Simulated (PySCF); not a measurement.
# F4Fe2O2 ([F2Fe(mu-O)2FeF2]2-): the cost of one run

Computed with PySCF 2.14.0 and routines of our own; the level stands in each step. Atoms count from 0.

## 1. The starting structure

8 atoms, charge -2, high-spin multiplicity 11; geometry from: idealised, bond lengths from ionic radii.

The system (edge-sharing dimer): [F2Fe(mu-O)2FeF2]2-. The metals (Fe(III), Fe(III)) are 2.65 Å apart; the bridge angle is 100°; the spin sites are atom 0 (5 unpaired) and atom 1 (5 unpaired).

## 2. Magnetic exchange: B3LYP/def2-SVP in water

Job settings and geometry (Å):

```
{"job": {"kind": "bs", "xc": "B3LYP", "basis": "def2-SVP", "grid": 1, "solvent": "water"}, "charge": -2, "high_spin_multiplicity": 11, "spin_sites": [[[0], 5], [[1], 5]]}
Fe    -1.326900     0.000000    -0.000000
Fe     1.326900     0.000000    -0.000000
O      0.000000     1.119400    -0.000000
O      0.000000    -1.119400     0.000000
F     -2.329600     0.000000     1.494900
F     -2.329600    -0.000000    -1.494900
F      2.329600    -0.000000    -1.494900
F      2.329600     0.000000     1.494900
```

With the program's defaults for keys left out, this is: B3LYP/def2-SVP high-spin and broken-symmetry single points, IEF-PCM water.

Started as:

```
$ OMP_NUM_THREADS=1 python exch_run.py task.json out
```

The driver reads the jobs from task.json and runs them one after another.

Q: Estimate the wall time of this first job on 1 thread of Intel Xeon Platinum 8488C (Sapphire Rapids), shared host.

About 26 s.
